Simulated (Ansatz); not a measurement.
# AlH7NPSi: a ladder of functionals and wavefunction methods

The task here is to estimate one member of a computed series from the others.

Program: Ansatz 0.2.0, Gaussian basis. Level of theory: functionals in def2-TZVPP, the program's frozen cores in correlated methods. These are calculated values, not measurements.

Plan: LDA (SPW92), PBE-D4, revPBE-D4, BLYP-D4, r2SCAN-D4, B97M-V, PBE0-D4, B3LYP-D4, r2SCANh-D4, r2SCAN0-D4, HSE06-D4, BHLYP-D4, CAM-B3LYP-D4, LC-ωPBE, ωB97X-V, ωB97M-V, B2PLYP, PBE-QIDH; CCSD(T)/def2-SVP; CCSD(T)/def2-TZVPP; MP2/def2-QZVPP; extrapolation to the limit; RPA on PBE.

### The relaxed structure

The geometry comes from an earlier relaxation with PBE0-D4 in a triple-zeta def2 set; it is a stationary point, not always the lowest conformer.

SMILES `[AlH2][NH]P[SiH3]`, 11 atoms, charge 0, spin multiplicity 1.

Atoms are counted from 1 here; the program's logs count them from 0.

Bond lengths: Al1–N2 1.786 Å, Al1–H5 1.578 Å, Al1–H6 1.583 Å, N2–P3 1.716 Å, N2–H7 1.012 Å, P3–Si4 2.257 Å, P3–H8 1.428 Å, Si4–H9 1.492 Å, Si4–H10 1.487 Å, Si4–H11 1.488 Å. Angles: N2–Al1–H5 118.2°, N2–Al1–H6 116.2°, H5–Al1–H6 125.6°, Al1–N2–P3 124.6°, Al1–N2–H7 119.3°, P3–N2–H7 116.1°, N2–P3–Si4 101.4°, N2–P3–H8 101.8°, Si4–P3–H8 93.5°, P3–Si4–H9 111.5°, P3–Si4–H10 109.0°, P3–Si4–H11 109.6°, H9–Si4–H10 108.1°, H9–Si4–H11 109.2°, H10–Si4–H11 109.4°.

Coordinates:

```tsv
atom	x (Å)	y (Å)	z (Å)
Al1	1.0528	2.3406	0.1752
N2	0.4803	0.6922	0.5565
P3	0.8645	-0.7092	-0.3571
Si4	-1.1638	-1.6765	-0.5642
H5	2.0070	2.5296	-1.0669
H6	0.5428	3.4947	1.1304
H7	-0.1367	0.5533	1.3466
H8	1.2897	-1.6149	0.6611
H9	-1.9201	-1.6405	0.7212
H10	-1.9512	-0.9358	-1.5852
H11	-0.9999	-3.0907	-0.9971
```

The first run:

File in.yaml:

```yaml
crystal:
  periodic: [false, false, false]
  atoms:
    - {symbol: Al, position_ang: [1.052829, 2.340627, 0.175188]}
    - {symbol: N, position_ang: [0.480331, 0.692193, 0.556473]}
    - {symbol: P, position_ang: [0.864539, -0.709215, -0.357068]}
    - {symbol: Si, position_ang: [-1.163752, -1.676514, -0.564175]}
    - {symbol: H, position_ang: [2.006957, 2.529630, -1.066884]}
    - {symbol: H, position_ang: [0.542764, 3.494717, 1.130390]}
    - {symbol: H, position_ang: [-0.136660, 0.553333, 1.346591]}
    - {symbol: H, position_ang: [1.289711, -1.614912, 0.661129]}
    - {symbol: H, position_ang: [-1.920062, -1.640465, 0.721208]}
    - {symbol: H, position_ang: [-1.951171, -0.935771, -1.585175]}
    - {symbol: H, position_ang: [-0.999887, -3.090723, -0.997075]}
basis:
  gaussian: {orbitals: def2-TZVPP}
hamiltonian: {xc: lda}
output: {orbitals: {seedname: orbitals}}
```

Launch:

```sh
> ansatz run in.yaml --threads 4 --pin off --events-out ev --progress --plain --max-ram 10444MiB
```

Among the steps run: LDA; PBE-D4 (GGA); revPBE-D4 (GGA); BLYP-D4 (GGA); r2SCAN-D4 (meta-GGA); B97M-V (meta-GGA); PBE0-D4 (hybrid); B3LYP-D4 (hybrid); r2SCANh-D4 (hybrid); r2SCAN0-D4 (hybrid); HSE06-D4 (hybrid); BHLYP-D4 (hybrid); CAM-B3LYP-D4 (range-separated); LC-ωPBE (range-separated); ωB97X-V (range-separated); ωB97M-V (range-separated); B2PLYP (double hybrid); PBE-QIDH (double hybrid).

One table of the session follows, with a row left open; its other results are not shown here.

It belongs to the step «Frontier levels by functional». 

```
  functional  HOMO (eV)  gap (eV)
 LDA (SPW92)      -6.02      4.00
      PBE-D4      -5.91      4.10
   revPBE-D4      -5.86      4.15
     BLYP-D4      -5.76      4.07
   r2SCAN-D4      -6.11      4.65
      B97M-V          ?         ?
     PBE0-D4      -6.97      5.94
    B3LYP-D4      -6.77      5.53
  r2SCANh-D4      -6.50      5.30
  r2SCAN0-D4      -7.11      6.27
    HSE06-D4      -6.58      5.18
    BHLYP-D4      -7.93      7.65
CAM-B3LYP-D4      -8.23      8.12
     LC-ωPBE      -9.54     10.51
     ωB97X-V      -9.22     10.06
     ωB97M-V      -9.06      9.62
```

Estimate the missing values for B97M-V.

The run gave: HOMO (eV): -6.28; gap (eV): 4.54. In the column «HOMO (eV)» it lies between r2SCANh-D4 (-6.50) and r2SCAN-D4 (-6.11).
